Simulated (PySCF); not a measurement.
**A workflow on B2NH4Cl (SMILES BNBCl)**

We compute a geometry optimisation (CAM-B3LYP-D3(0)/4-31G), then the energy (UMP2/6-31G**), then ionisation energies (EOM-CCSD/6-31G*) of B2NH4Cl. Input form: a Python script.

Program for the calculation: PySCF 2.14.0.

1 further run of the same task is left out (for a faulty analytic Hessian).

## (1) Starting point

B2NH4Cl has 8 atoms, charge 0, and is taken as a singlet. SMILES: `BNBCl`. All atoms were displaced at random from a relaxed shape. The run starts from this shape.

Bond lengths: B1–N2 1.361 Å, N2–B3 1.351 Å, B3–Cl4 1.563 Å, B1–H5 1.156 Å, B1–H6 1.251 Å, N2–H7 1.002 Å, B3–H8 1.356 Å. Angles: B1–N2–B3 126.1°, N2–B3–Cl4 128.3°, B1–N2–H7 114.9°, B3–N2–H7 119.0°, N2–B1–H5 122.6°, N2–B1–H6 125.0°, N2–B3–H8 110.3°, Cl4–B3–H8 121.2°, H5–B1–H6 112.1°.

## (2) A geometry optimisation at CAM-B3LYP-D3(0)/4-31G (density fitting with cc-pvtz-jkfit) (run 1)

The input, mol.xyz:

```xyz
8
B2ClH4N
B      0.165379     1.143228    -0.487718
N     -0.056134     0.178947     0.446458
B     -0.140139    -1.149533     0.214084
Cl    -0.007754    -1.906177    -1.147230
H      0.254851     0.907757    -1.616039
H      0.162840     2.373308    -0.262324
H     -0.124835     0.512002     1.388879
H     -0.272384    -1.824076     1.383317
```

The input, run.py:

```python
# BNBCl
from pyscf import gto, dft
from pyscf.geomopt.geometric_solver import kernel as optimise

mol = gto.Mole()
mol.atom = 'mol.xyz'
mol.verbose = 3
mol.max_memory = 1860
mol.basis = '4-31g'
mol.build()

calc0 = dft.RKS(mol)
calc0.xc = 'cam-b3lyp'
calc0 = calc0.density_fit(auxbasis='cc-pvtz-jkfit')
calc0.disp = 'd3zero'
converged, mol_eq = optimise(calc0, maxsteps=100, convergence_set='GAU_TIGHT')
print('converged:', converged)
print(mol_eq.tostring())

calc0.reset(mol_eq)
mol = mol_eq
calc0.kernel()
energy = calc0.e_tot
print('E(%s) = %.9f' % ('CAM-B3LYP', energy))
```

Started as:

```sh
$ OMP_NUM_THREADS=1 python run.py
```

Standard output:

```text
convergence_set           GAU_TIGHT
[... 41 lines left out ...]
> Will converge when all 5 criteria are reached:
[... 28 lines left out ...]
Step    0 : Gradient = 9.417e-02/1.859e-01 (rms/max) Energy = -566.4071416810
[... 52 lines left out ...]
converged SCF energy = -566.45693269164
[... 62 lines left out ...]
converged SCF energy = -566.459795431514
[... 62 lines left out ...]
converged SCF energy = -566.459805014274
[... 62 lines left out ...]
converged SCF energy = -566.459805048003
[... 63 lines left out ...]
converged SCF energy = -566.459805043999
[... 62 lines left out ...]
converged SCF energy = -566.459805043823
[... 53 lines left out ...]
Converged! =D
[... 1 line left out ...]
converged: True
B           0.14434107        1.22150349       -0.53959408
N          -0.04088312        0.23701333        0.47617331
B          -0.12130401       -1.17165859        0.35576670
[... 4 lines of this table left out ...]
H          -0.27977393       -1.86108723        1.30283086
converged SCF energy = -566.459805043741
E(CAM-B3LYP) = -566.459805044
```

Run time: 74 s. Hardware: 1 thread of Arm Neoverse V2, shared host; peak memory 0.53 GiB.

Step by step:

```tsv
step	energy from the first frame kept (eV)	largest force (eV/Å)
0	0.0000	9.5573
1	-1.1667	3.4759
2	-1.3477	1.7205
3	-1.3549	1.1494
4	-1.4146	0.5436
5	-1.4286	0.4471
6	-1.4328	0.1002
7	-1.4329	0.0443
8	-1.4330	0.0139
9	-1.4330	0.0052
10	-1.4330	0.0046
11	-1.4330	0.0037
12	-1.4330	0.0016
13	-1.4330	0.0014
14	-1.4330	0.0011
15	-1.4330	0.0011
16	-1.4330	0.0010
17	-1.4330	0.0010
18	-1.4330	0.0010
19	-1.4330	0.0010
20	-1.4330	0.0010
```

After the run. Bond lengths: B1–N2 1.427 Å, N2–B3 1.416 Å, B3–Cl4 1.802 Å, B1–H5 1.184 Å, B1–H6 1.189 Å, N2–H7 1.015 Å, B3–H8 1.182 Å. Angles: B1–N2–B3 129.3°, N2–B3–Cl4 121.8°, B1–N2–H7 116.5°, B3–N2–H7 114.3°, N2–B1–H5 119.6°, N2–B1–H6 118.6°, N2–B3–H8 121.3°, Cl4–B3–H8 116.8°, H5–B1–H6 121.9°.

## (3) A single-point energy at UMP2/6-31G(d,p) (density fitting with cc-pvdz-jkfit, spherical functions) (run 3)

The input, run.py:

```python
# BNBCl
from pyscf import gto, mp

mol = gto.M(
    atom=[
    ('B', (0.144341, 1.221503, -0.539594)),
    ('N', (-0.040883, 0.237013, 0.476173)),
    ('B', (-0.121304, -1.171659, 0.355767)),
    ('Cl', (0.012203, -1.998659, -1.239784)),
    ('H', (0.253616, 0.882220, -1.668779)),
    ('H', (0.184158, 2.366668, -0.221160)),
    ('H', (-0.129638, 0.579972, 1.427427)),
    ('H', (-0.279774, -1.861087, 1.302831)),
],
    spin=0,
    max_memory=1860,
    charge=0,
    basis='6-31g**',
    verbose=4,
)

mf = mol.UHF()
mf = mf.density_fit(auxbasis='cc-pvdz-jkfit')
mf.kernel()
for _ in range(3):
    mo, _, stable, _ = mf.stability(return_status=True)
    if stable:
        break
    mf.kernel(mf.make_rdm1(mo, mf.mo_occ))

pt = mp.MP2(mf, frozen=8).run()
e_tot = pt.e_tot
print('E(%s) = %.9f' % ('MP2', e_tot))
```

Started as:

```sh
$ OMP_NUM_THREADS=1 python run.py
```

Standard output:

```text
PySCF version 2.14.0

[... 89 lines left out ...]
converged SCF energy = -565.742147316657  <S^2> = 2.2114222e-10  2S+1 = 1
[... 3 lines left out ...]
******** <class 'pyscf.mp.dfump2.DFUMP2'> ********
nocc = (np.int64(11), np.int64(11)), nmo = (72, 72)
frozen orbitals 8
E(DFUMP2) = -566.200870140587  E_corr = -0.458722823930731
E(SCS-DFUMP2) = -566.198668043247  E_corr = -0.456520726590159
E_corr(same-spin) = -0.108399994761597
E_corr(oppo-spin) = -0.350322829169134
E(MP2) = -566.200870141
```

Run time: 9 s. Hardware: 1 thread of Arm Neoverse V2, shared host; peak memory 0.15 GiB.

## (4) Ionisation energies at EOM-CCSD/6-31G(d) (spherical functions, root kind ip) (run 4)

The input, job.py:

```python
import numpy
from pyscf import gto, scf, cc

mol = gto.M(
    atom=[
    ('B', (0.144341, 1.221503, -0.539594)),
    ('N', (-0.040883, 0.237013, 0.476173)),
    ('B', (-0.121304, -1.171659, 0.355767)),
    ('Cl', (0.012203, -1.998659, -1.239784)),
    ('H', (0.253616, 0.882220, -1.668779)),
    ('H', (0.184158, 2.366668, -0.221160)),
    ('H', (-0.129638, 0.579972, 1.427427)),
    ('H', (-0.279774, -1.861087, 1.302831)),
],
    max_memory=1860,
    basis='6-31g*',
    verbose=4,
    spin=0,
)

mf = scf.RHF(mol)
mf.kernel()

mycc = cc.CCSD(mf, frozen=8)
mycc.kernel()
e_final = mycc.e_tot
print('E(%s) = %.9f' % ('EOM-CCSD', e_final))

e, vec = mycc.ipccsd(nroots=3)
roots = numpy.atleast_1d(e) * 27.211386
print('EOM-IP-CCSD roots (eV)')
for i, w in enumerate(roots, 1):
    print('%3d %10.4f' % (i, w))
```

Started as:

```sh
$ OMP_NUM_THREADS=1 python job.py
```

Standard output:

```text
PySCF version 2.14.0

[... 62 lines left out ...]
converged SCF energy = -565.734532779245
[... 12 lines left out ...]
Init t2, MP2 energy = -566.169004557523  E_corr(MP2) -0.434471778277533
[... 13 lines left out ...]
CCSD converged
[... 3 lines left out ...]
******** <class 'pyscf.cc.eom_rccsd.EOMIP'> ********
max_space = 20
max_cycle = 50
conv_tol = 1e-07
partition = None
EOM-CCSD root 0 E = 0.4043075362311306  qpwt = 0.959374  conv = True
EOM-CCSD root 1 E = 0.4079683930614751  qpwt = 0.952917  conv = True
EOM-CCSD root 2 E = 0.4494478807936882  qpwt = 0.959473  conv = True
EOM-IP-CCSD roots (eV)
  1    11.0018
  2    11.1014
  3    12.2301
```

Wall time 6.6 s (1 thread of Arm Neoverse V2, shared host); peak memory 0.22 GiB.

## (5) Outcome

```
                                                           quantity          value
              run 1, CAM-B3LYP-D3(0)/4-31G: total energy at the end  -566.45981 Eh
                        run 1, CAM-B3LYP-D3(0)/4-31G: dipole moment         2.67 D
                          run 1, CAM-B3LYP-D3(0)/4-31G: HOMO energy       -9.86 eV
                          run 1, CAM-B3LYP-D3(0)/4-31G: LUMO energy       -0.05 eV
                        run 1, CAM-B3LYP-D3(0)/4-31G: HOMO–LUMO gap        9.81 eV
                    run 1, CAM-B3LYP-D3(0)/4-31G: dispersion energy   -7.61 kJ/mol
                                  run 3, UMP2/6-31G**: total energy  -566.20087 Eh
          run 3, UMP2/6-31G**: dipole moment (Hartree–Fock density)         2.69 D
           run 3, UMP2/6-31G**: HOMO energy (Hartree–Fock orbitals)      -11.97 eV
           run 3, UMP2/6-31G**: LUMO energy (Hartree–Fock orbitals)        2.62 eV
         run 3, UMP2/6-31G**: HOMO–LUMO gap (Hartree–Fock orbitals)       14.59 eV
   run 3, UMP2/6-31G**: correlation energy (8 core orbitals frozen)     -458.7 mEh
          run 4, EOM-CCSD/6-31G*: ground-state or mean-field energy  -566.20960 Eh
       run 4, EOM-CCSD/6-31G*: dipole moment (Hartree–Fock density)         2.69 D
        run 4, EOM-CCSD/6-31G*: HOMO energy (Hartree–Fock orbitals)      -11.98 eV
        run 4, EOM-CCSD/6-31G*: LUMO energy (Hartree–Fock orbitals)        2.62 eV
      run 4, EOM-CCSD/6-31G*: HOMO–LUMO gap (Hartree–Fock orbitals)       14.60 eV
run 4, EOM-CCSD/6-31G*: correlation energy (8 core orbitals frozen)     -475.1 mEh
                              run 4, EOM-CCSD/6-31G*: T1 diagnostic          0.013
                    run 4, EOM-CCSD/6-31G*: first ionisation energy       11.00 eV
```

The optimisation (run 1, CAM-B3LYP-D3(0)/4-31G) took 20 steps and changed the energy by -1.433 eV. Mulliken charges (run 4, EOM-CCSD/6-31G*) of the mean-field density run from -0.75 on N2 to +0.41 on B3.
